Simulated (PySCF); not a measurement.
# Xe²⁺: dipole response in aug-cc-pVTZ-PP with ECP28

How polarisable is Xe²⁺ at the levels listed below?

Method: unrestricted determinants in a Gaussian basis, no spin-orbit coupling in the energies. Code: PySCF 2.14.0.

### 1 The atom as given

```
Element     : xenon (Z = 54)
Basis       : aug-cc-pVTZ-PP with ECP28MDF
Hamiltonian : scalar relativity through the core potential
State 1     : Xe²⁺: [Kr] 4d10 5s2 5p4, high-spin 3P determinant
Methods     : UHF, PBE, PBE0, r2SCAN0, wB97M-V
```

Outer shells as boxes (Hund's rule):

Xe2+ [Kr] 4d10 5s2 5p4
```
[Kr] core
4d [↑↓][↑↓][↑↓][↑↓][↑↓]
5s [↑↓]
5p [↑↓][↑ ][↑ ]
```

One driver process ran all states and methods and kept the integrals in memory. Each run is shown as a PySCF script that sums up its settings (the driver passes frozen orbitals as a list and adds second-order terms of double hybrids); the logs are those of the runs themselves. The driver starts from symmetry-adapted Hartree-Fock orbitals, holds the occupation by maximum overlap and uses a logarithmic radial grid for functionals, so a plain start would take other cycles.

The integrals over 55 functions and the set-up took 0.43 s of CPU time.

### 2 Xe²⁺: the ladder of methods

#### UHF

Contents of input.py:

```python
from pyscf import gto, scf, dft, mp, cc
import basis_set_exchange as bse
txt = bse.get_basis("aug-cc-pVTZ-PP", elements=["Xe"], fmt="nwchem", header=False)
cut = txt.index("\nECP")
mol = gto.M(atom="Xe 0 0 0", charge=2, spin=2, symmetry="D2h",
            basis=gto.basis.parse(txt[:cut]),
            ecp={"Xe": gto.basis.parse_ecp(txt[cut:])})
mf = scf.UHF(mol)
mf.irrep_nelec = {'Ag': (4, 4), 'B1g': (1, 1), 'B2g': (1, 1), 'B3g': (1, 1), 'B1u': (2, 1), 'B2u': (2, 2), 'B3u': (2, 1)}
mf.kernel()
```

Log:

```text
damping factor = 0
level_shift factor = 0
DIIS = <class 'pyscf.scf.diis.CDIIS'>
diis_start_cycle = 1
diis_space = 10
diis_damp = 0
SCF conv_tol = 1e-09
SCF conv_tol_grad = None
number electrons alpha = 13  beta = 11
cycle= 1 E= -327.138737003713  delta_E= -0.00574  |g|= 0.0291  |ddm|= 0.0963
cycle= 2 E= -327.139419793397  delta_E= -0.000683  |g|= 0.0109  |ddm|= 0.0323
cycle= 3 E= -327.139534597635  delta_E= -0.000115  |g|= 0.000631  |ddm|= 0.0218
cycle= 4 E= -327.139534996695  delta_E= -3.99e-07  |g|= 9.22e-05  |ddm|= 0.00224
cycle= 5 E= -327.139535003102  delta_E= -6.41e-09  |g|= 2.49e-05  |ddm|= 0.000308
cycle= 6 E= -327.13953500355  delta_E= -4.48e-10  |g|= 4.97e-06  |ddm|= 9.08e-05
converged SCF energy = -327.13953500355  <S^2> = 2.0094328  2S+1 = 3.0062819
```

It used 2.1 s of CPU time after the integrals (shared host).

The occupied shells:

| shell | electrons | mean orbital energy (eV) | spread (eV) | rms radius (bohr) |
| --- | --- | --- | --- | --- |
| 4s α | 1 | -250.12 | 0 | 0.767 |
| 4s β | 1 | -249.53 | 0 | 0.767 |
| 4p α | 3 | -188.41 | 0.845 | 0.820 |
| 4p β | 3 | -187.81 | 0.116 | 0.820 |
| 4d α | 5 | -93.900 | 0.875 | 0.932 |
| 4d β | 5 | -93.453 | 0.469 | 0.932 |
| 5s α | 1 | -48.726 | 0 | 1.92 |
| 5s β | 1 | -43.059 | 0 | 1.92 |
| 5p α | 3 | -32.357 | 1.871 | 2.23 |
| 5p β | 1 | -30.037 | 0 | 2.23 |

⟨S²⟩ = 2.009, ⟨L²⟩ = 2.04.

The driver then solved the coupled dipole response at imaginary frequencies: mean α = 12.81 bohr³ (xx, yy, zz: 12.84, 12.76, 12.84), C₆ = 88.85 au for a like pair.

Energies and moments cover only the electrons outside the core potential.

#### PBE

input.py differs from the last one in:

```diff
@@ -7,3 +7,3 @@
             ecp={"Xe": gto.basis.parse_ecp(txt[cut:])})
-mf = scf.UHF(mol)
+mf = dft.UKS(mol, xc="PBE")
 mf.irrep_nelec = {'Ag': (4, 4), 'B1g': (1, 1), 'B2g': (1, 1), 'B3g': (1, 1), 'B1u': (2, 1), 'B2u': (2, 2), 'B3u': (2, 1)}
```

Log:

```text
damping factor = 0
level_shift factor = 0
DIIS = <class 'pyscf.scf.diis.CDIIS'>
diis_start_cycle = 1
diis_space = 10
diis_damp = 0
SCF conv_tol = 1e-09
SCF conv_tol_grad = None
number electrons alpha = 13  beta = 11
XC functionals = PBE
    J. P. Perdew, K. Burke, and M. Ernzerhof.,  Phys. Rev. Lett. 77, 3865 (1996)
    J. P. Perdew, K. Burke, and M. Ernzerhof.,  Phys. Rev. Lett. 78, 1396 (1997)
    J. P. Perdew, K. Burke, and M. Ernzerhof.,  Phys. Rev. Lett. 77, 3865 (1996)
    J. P. Perdew, K. Burke, and M. Ernzerhof.,  Phys. Rev. Lett. 78, 1396 (1997)
cycle= 1 E= -328.115547161292  delta_E= -0.00792  |g|= 0.0207  |ddm|= 0.473
cycle= 2 E= -328.115704554855  delta_E= -0.000157  |g|= 0.0045  |ddm|= 0.0473
cycle= 3 E= -328.115710109602  delta_E= -5.55e-06  |g|= 0.000737  |ddm|= 0.00632
cycle= 4 E= -328.115710252664  delta_E= -1.43e-07  |g|= 0.000204  |ddm|= 0.00169
cycle= 5 E= -328.115710265121  delta_E= -1.25e-08  |g|= 7.59e-06  |ddm|= 0.000364
cycle= 6 E= -328.115710265149  delta_E= -2.83e-11  |g|= 1.89e-07  |ddm|= 1.98e-05
converged SCF energy = -328.115710265149  <S^2> = 2.0023677  2S+1 = 3.001578
```

It used 4.1 s of CPU time after the integrals (shared host).

The driver then solved the coupled dipole response at imaginary frequencies: mean α = 12.87 bohr³ (xx, yy, zz: 12.75, 13.11, 12.75), C₆ = 89.23 au for a like pair.

#### PBE0

input.py differs from the last one in:

```diff
@@ -7,3 +7,3 @@
             ecp={"Xe": gto.basis.parse_ecp(txt[cut:])})
-mf = dft.UKS(mol, xc="PBE")
+mf = dft.UKS(mol, xc="PBE0")
 mf.irrep_nelec = {'Ag': (4, 4), 'B1g': (1, 1), 'B2g': (1, 1), 'B3g': (1, 1), 'B1u': (2, 1), 'B2u': (2, 2), 'B3u': (2, 1)}
```

Log:

```text
damping factor = 0
level_shift factor = 0
DIIS = <class 'pyscf.scf.diis.CDIIS'>
diis_start_cycle = 1
diis_space = 10
diis_damp = 0
SCF conv_tol = 1e-09
SCF conv_tol_grad = None
number electrons alpha = 13  beta = 11
XC functionals = PBE0
    C. Adamo and V. Barone.,  J. Chem. Phys. 110, 6158 (1999)
    M. Ernzerhof and G. E. Scuseria.,  J. Chem. Phys. 110, 5029 (1999)
cycle= 1 E= -328.146463262527  delta_E= -0.00631  |g|= 0.0133  |ddm|= 0.328
cycle= 2 E= -328.146569417128  delta_E= -0.000106  |g|= 0.00216  |ddm|= 0.0272
cycle= 3 E= -328.146573117319  delta_E= -3.7e-06  |g|= 0.000459  |ddm|= 0.00394
cycle= 4 E= -328.146573242127  delta_E= -1.25e-07  |g|= 0.00013  |ddm|= 0.00097
cycle= 5 E= -328.14657324589  delta_E= -3.76e-09  |g|= 4.22e-06  |ddm|= 0.00022
cycle= 6 E= -328.146573245902  delta_E= -1.13e-11  |g|= 4.89e-07  |ddm|= 1.12e-05
converged SCF energy = -328.146573245902  <S^2> = 2.0033403  2S+1 = 3.002226
```

It used 6 s of CPU time after the integrals (shared host).

The driver then solved the coupled dipole response at imaginary frequencies: mean α = 12.77 bohr³ (xx, yy, zz: 12.70, 12.93, 12.70), C₆ = 88.38 au for a like pair.

#### r2SCAN0

input.py differs from the last one in:

```diff
@@ -7,3 +7,3 @@
             ecp={"Xe": gto.basis.parse_ecp(txt[cut:])})
-mf = dft.UKS(mol, xc="PBE0")
+mf = dft.UKS(mol, xc="HYB_MGGA_XC_R2SCAN0")
 mf.irrep_nelec = {'Ag': (4, 4), 'B1g': (1, 1), 'B2g': (1, 1), 'B3g': (1, 1), 'B1u': (2, 1), 'B2u': (2, 2), 'B3u': (2, 1)}
```

Log:

```text
damping factor = 0
level_shift factor = 0
DIIS = <class 'pyscf.scf.diis.CDIIS'>
diis_start_cycle = 1
diis_space = 10
diis_damp = 0
SCF conv_tol = 1e-09
SCF conv_tol_grad = None
number electrons alpha = 13  beta = 11
XC functionals = HYB_MGGA_XC_R2SCAN0
    M. Bursch, H. Neugebauer, S. Ehlert, and S. Grimme.,  J. Chem. Phys. 156, 134105 (2022)
cycle= 1 E= -328.23100188328  delta_E= -0.00664  |g|= 0.0144  |ddm|= 0.319
cycle= 2 E= -328.231159478536  delta_E= -0.000158  |g|= 0.00301  |ddm|= 0.0242
cycle= 3 E= -328.231167810083  delta_E= -8.33e-06  |g|= 0.000486  |ddm|= 0.00741
cycle= 4 E= -328.231167924396  delta_E= -1.14e-07  |g|= 0.00016  |ddm|= 0.00125
cycle= 5 E= -328.231167930664  delta_E= -6.27e-09  |g|= 1.23e-05  |ddm|= 0.000266
cycle= 6 E= -328.23116793078  delta_E= -1.15e-10  |g|= 1.38e-06  |ddm|= 5.49e-05
converged SCF energy = -328.23116793078  <S^2> = 2.0050474  2S+1 = 3.003363
```

It used 17 s of CPU time after the integrals (shared host).

The driver then solved the coupled dipole response at imaginary frequencies: mean α = 12.66 bohr³ (xx, yy, zz: 12.61, 12.75, 12.61), C₆ = 89.01 au for a like pair.

#### wB97M-V

input.py differs from the last one in:

```diff
@@ -7,3 +7,3 @@
             ecp={"Xe": gto.basis.parse_ecp(txt[cut:])})
-mf = dft.UKS(mol, xc="HYB_MGGA_XC_R2SCAN0")
+mf = dft.UKS(mol, xc="WB97M_V")
 mf.irrep_nelec = {'Ag': (4, 4), 'B1g': (1, 1), 'B2g': (1, 1), 'B3g': (1, 1), 'B1u': (2, 1), 'B2u': (2, 2), 'B3u': (2, 1)}
```

Log:

```text
damping factor = 0
level_shift factor = 0
DIIS = <class 'pyscf.scf.diis.CDIIS'>
diis_start_cycle = 1
diis_space = 10
diis_damp = 0
SCF conv_tol = 1e-09
SCF conv_tol_grad = None
number electrons alpha = 13  beta = 11
XC functionals = WB97M_V
    N. Mardirossian and M. Head-Gordon.,  J. Chem. Phys. 144, 214110 (2016)
NLC functional = WB97M_V
cycle= 1 E= -328.127719058958  delta_E= -0.00518  |g|= 0.0142  |ddm|= 0.344
cycle= 2 E= -328.127848926555  delta_E= -0.00013  |g|= 0.00369  |ddm|= 0.0214
cycle= 3 E= -328.127858158483  delta_E= -9.23e-06  |g|= 0.00121  |ddm|= 0.00773
cycle= 4 E= -328.127858631381  delta_E= -4.73e-07  |g|= 0.000108  |ddm|= 0.00169
cycle= 5 E= -328.127858641398  delta_E= -1e-08  |g|= 5.79e-06  |ddm|= 0.000228
cycle= 6 E= -328.127858641428  delta_E= -3.01e-11  |g|= 4.16e-07  |ddm|= 2.15e-05
converged SCF energy = -328.127858641428  <S^2> = 2.0025063  2S+1 = 3.0016704
```

It used 19 s of CPU time after the integrals (shared host).

The driver then solved the coupled dipole response at imaginary frequencies: mean α = 12.75 bohr³ (xx, yy, zz: 12.68, 12.88, 12.68), C₆ = 87.51 au for a like pair.

Radial density 4πr²ρ of Xe²⁺ at UHF, the electrons outside the core potential:

| r (bohr) | density | spin density |
| --- | --- | --- |
| 0.00118 | 1.61e-05 | 0.000 |
| 0.00199 | 4.52e-05 | 0.000 |
| 0.00335 | 0.000125 | 0.000 |
| 0.00564 | 0.000329 | 0.000 |
| 0.00948 | 0.000785 | 0.000 |
| 0.0159 | 0.00158 | 0.000 |
| 0.0268 | 0.00271 | 0.000 |
| 0.0451 | 0.00367 | 0.000 |
| 0.0759 | 0.00632 | 0.000 |
| 0.128 | 0.0339 | 0.000 |
| 0.215 | 0.381 | 0.004 |
| 0.361 | 5.27 | 0.071 |
| 0.607 | 27.4 | 0.271 |
| 1.02 | 15.2 | 0.053 |
| 1.72 | 4.91 | 1.293 |
| 2.89 | 1.20 | 0.464 |
| 4.86 | 0.0233 | 0.008 |
| 8.18 | 5.16e-05 | 0.000 |

### 3 Polarisabilities and C₆

Xe²⁺, in atomic units:

| method | mean α | C₆ (like pair) | S(−4) |
| --- | --- | --- | --- |
| UHF | 12.81 | 88.85 | 27.42 |
| PBE | 12.87 | 89.23 | 28.06 |
| PBE0 | 12.77 | 88.38 | 27.38 |
| r2SCAN0 | 12.66 | 89.01 | 25.72 |
| wB97M-V | 12.75 | 87.51 | 27.81 |

α(iu) at wB97M-V:

| u (hartree) | α(iu) (bohr³) |
| --- | --- |
| 0 | 12.75 |
| 0.0500 | 12.68 |
| 0.100 | 12.48 |
| 0.200 | 11.73 |
| 0.300 | 10.69 |
| 0.500 | 8.380 |
| 0.750 | 5.992 |
| 1.00 | 4.363 |
| 1.50 | 2.562 |
| 2.00 | 1.692 |
| 3.00 | 0.9160 |
| 5.00 | 0.4025 |

### 4 Outcome

| quantity | value |
| --- | --- |
| α of Xe²⁺ | 12.66 (r2SCAN0) to 12.87 (PBE) bohr³ |

A single London oscillator with the computed α and C₆ of Xe²⁺ at UHF would have ω = 4 C₆ / (3 α²) = 0.722 hartree. The basis is finite, and no extrapolation was made.
